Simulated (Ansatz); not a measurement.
# AlN (wurtzite): the cost of one run

Program: Ansatz 0.2.0. Level of theory: DFT PBE, scalar-relativistic, plane waves, PAW. These are calculated values, not measurements.

## Step 1: The structure to begin with

Symmetry: P6_3mc, No. 186, hexagonal system. Conventional cell: a = 3.110 Å, b = 3.110 Å, c = 4.980 Å, α = 90.00°, β = 90.00°, γ = 120.00°. Al (site symmetry 3m) has 4 N at 1.89 to 1.90 Å as nearest neighbours. N (site symmetry 3m) is surrounded by 4 Al at 1.89 to 1.90 Å.

Structure file:

```cif
data_structure
_symmetry_space_group_name_H-M 'P6_3mc'
_symmetry_Int_Tables_number 186
_cell_length_a 3.1100
_cell_length_b 3.1100
_cell_length_c 4.9800
_cell_angle_alpha 90.000
_cell_angle_beta 90.000
_cell_angle_gamma 120.000
_cell_volume 41.71
loop_
_atom_site_label
_atom_site_type_symbol
_atom_site_symmetry_multiplicity
_atom_site_Wyckoff_symbol
_atom_site_fract_x
_atom_site_fract_y
_atom_site_fract_z
_atom_site_occupancy
Al1 Al 2 b 0.33333 0.66667 0.00000 1
N1 N 2 b 0.33333 0.66667 0.38200 1
```

## Step 2: Relaxing cell and atoms: AlN (wurtzite), no spin, 12 GPa

The input, input.yaml:

```yaml
crystal:
  lattice:
    - [3.11, 0.0, 0.0]
    - [-1.555, 2.6933390058, 0.0]
    - [0.0, 0.0, 4.98]
  atoms:
    - { symbol: Al, position: [0.3333333333, 0.6666666667, 0.0] }
    - { symbol: Al, position: [0.6666666667, 0.3333333333, 0.5] }
    - { symbol: "N", position: [0.3333333333, 0.6666666667, 0.382] }
    - { symbol: "N", position: [0.6666666667, 0.3333333333, 0.882] }
scf:
  occupations: { method: fixed }
output:
  forces: true
  stress: true
  eigenvalues: true
  write_density: true
  write_potential: true
  elf: true
  volumetric_format: npy
hamiltonian:
  xc: pbe
basis:
  ecutwfc: 520
kpoints:
  mp_grid: { grid: [8, 8, 6] }
relax:
  f_tol: 0.001
  max_steps: 60
  cell: { stress_tol: 0.01, p_target: 12 }
```

Launch:

```
> ansatz run input.yaml --threads 4 --pin off --max-ram 10240MiB --backend cpu --events-out ev --progress --plain --runs-dir out
```

Q: Estimate wall time and peak memory on 4 threads of Arm Neoverse V1, shared host.

About 6.6 s, with a peak of 0.36 GiB.
